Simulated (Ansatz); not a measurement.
# CuCl: geometry and frequencies at several levels

One table from this session's results is given with a row withheld; the runs are named, their logs left out.

Program: Ansatz 0.2.0. Level of theory: the levels named in each step. These are calculated values, not measurements.

**The starting structure**

Bond lengths: Cl1–Cu2 2.052 Å.

Coordinates:

```xyz
2

Cl    0.0000    0.0000    0.0000
Cu    0.0000    0.0000    2.0517
```

The first run:

input.yaml reads:

```yaml
crystal:
  periodic: [false, false, false]
  atoms:
    - { symbol: Cl, position_ang: [0.0, 0.0, -0.0120032] }
    - { symbol: Cu, position_ang: [0.0, 0.0, 2.0636632] }
basis:
  gaussian: { orbitals: def2-TZVPP }
hamiltonian:
  xc: pbe0
  dispersion: d4
phonons: {}
```

Run with:

```sh
> ansatz run input.yaml --threads 2 --pin off --max-ram 5120MiB --backend cpu --events-out ev --progress --plain --runs-dir out
```

Among the steps run: Frequencies, PBE0-D4/def2-TZVPP; Relaxation, PBE-D4/def2-TZVPP; Frequencies, PBE-D4/def2-TZVPP; Relaxation, r2SCAN-D4/def2-TZVPP; Frequencies, r2SCAN-D4/def2-TZVPP; Relaxation, B3LYP-D4/def2-TZVPP; Frequencies, B3LYP-D4/def2-TZVPP; Relaxation, B2PLYP/def2-TZVPP; Frequencies, B2PLYP/def2-TZVPP.

One table of the session follows, with a row left open; its other results are not shown here.

It belongs to the step «Geometries side by side». 

```
               level  Cl1–Cu2 (Å)  rotational constants (MHz)  dipole (D)  highest frequency (cm⁻¹)
  PBE0-D4/def2-TZVPP       2.0757                      5218.5        5.12                       398
   PBE-D4/def2-TZVPP       2.0657                      5269.1        4.36                       401
r2SCAN-D4/def2-TZVPP       2.0527                      5336.1        4.73                       412
 B3LYP-D4/def2-TZVPP       2.0915                      5139.9        4.90                       388
   B2PLYP/def2-TZVPP            ?                           ?           ?                         ?
```

Q: Estimate the row for B2PLYP/def2-TZVPP from the others.

**Answer.** Cl1–Cu2 (Å): 2.0784; rotational constants (MHz): 5204.6; dipole (D): 5.10; highest frequency (cm⁻¹): 398. In the column «Cl1–Cu2 (Å)» it lies between PBE0-D4/def2-TZVPP (2.0757) and B3LYP-D4/def2-TZVPP (2.0915).
